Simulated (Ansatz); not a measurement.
# Pb: further runs on the relaxed cell

One table from this session's results is given with a row withheld; the runs are named, their logs left out.

Program: Ansatz 0.2.0. Level of theory: DFT PBE, scalar-relativistic, plane waves, PAW. These are calculated values, not measurements.

1 further run of the same task is left out (set aside as unsound or not needed).

## The starting structure

It takes space group Fm-3m (No. 225, cubic). The conventional cell has a = 5.042 Å, b = 5.042 Å, c = 5.042 Å, α = 90.00°, β = 90.00°, γ = 90.00°. Around Pb (site symmetry m-3m) lie 12 Pb at 3.57 Å.

Coordinates:

```cif
data_structure
_symmetry_space_group_name_H-M 'Fm-3m'
_symmetry_Int_Tables_number 225
_cell_length_a 5.0420
_cell_length_b 5.0420
_cell_length_c 5.0420
_cell_angle_alpha 90.000
_cell_angle_beta 90.000
_cell_angle_gamma 90.000
_cell_volume 128.18
loop_
_atom_site_label
_atom_site_type_symbol
_atom_site_symmetry_multiplicity
_atom_site_Wyckoff_symbol
_atom_site_fract_x
_atom_site_fract_y
_atom_site_fract_z
_atom_site_occupancy
Pb1 Pb 4 a 0.00000 0.00000 0.00000 1
```

It is the result of an earlier relaxation at this level (volume 32.04 Å³/atom; gap on the mesh: none (metal)).

Set-up of the first run:

input.yaml reads:

```yaml
crystal:
  lattice:
    - [0.0, 2.5209979027, 2.5209979027]
    - [2.5209979027, 0.0, 2.5209979027]
    - [2.5209979027, 2.5209979027, 0.0]
  atoms:
    - { symbol: Pb, position: [0.0, 0.0, 0.0] }
basis:
  ecutwfc: 420
kpoints:
  mp_grid: { grid: [14, 14, 14] }
  band_path:
    path:
      - [[0.0, 0.0, 0.0], [0.5, 0.0, 0.5], [0.625, 0.25, 0.625]]
      - [[0.375, 0.375, 0.75], [0.0, 0.0, 0.0], [0.5, 0.5, 0.5], [0.5, 0.25, 0.75], [0.5, 0.0, 0.5]]
    npoints: 14
hamiltonian:
  xc: pbe
scf:
  occupations: { method: gaussian, width: 0.1 }
  n_extra_bands: 6
output:
  forces: true
  stress: true
  eigenvalues: true
  populations: true
  dos: { projected: true, de: 0.02, nscf_kmesh: { grid: [21, 21, 21] } }
  bader: true
  write_density: true
  write_potential: true
  elf: true
  volumetric_format: npy
```

On the command line:

```
$ ansatz run input.yaml --threads 1 --pin off --max-ram 2560MiB --backend cpu --events-out ev --progress --plain --runs-dir out
```

Steps of the session up to this table: Bands, states and charges; Point at V/V0 = 0.97; Volume × 1.03; Point at V/V0 = 0.94; Point at V/V0 = 1.06.

One of the session's tables, all rows but one given; the rest of the session is left out.

It belongs to the step «Equation of state». 

```
volume (Å³/atom)  energy above the lowest point (meV/atom)  pressure (GPa)
          30.121                                      15.5            2.79
          31.083                                         ?               ?
          32.044                                       0.0           -0.02
          33.005                                       3.4           -1.10
          33.967                                      12.7           -2.02
```

Estimate the missing values for volume (Å³/atom) = 31.083.

Worked estimate for «energy above the lowest point (meV/atom)». A straight line through the neighbours (30.121, 15.5) and (32.044, 0.0) gives 15.5 + (0.0 − 15.5) × (31.083 − 30.121) / (32.044 − 30.121) = 7.7; a parabola fitted to 3 rows on both sides gives 4.0.

**Answer.** energy above the lowest point (meV/atom): 3.6; pressure (GPa): 1.26. In «energy above the lowest point (meV/atom)» the line misses by +4.1 and the parabola by +0.4.
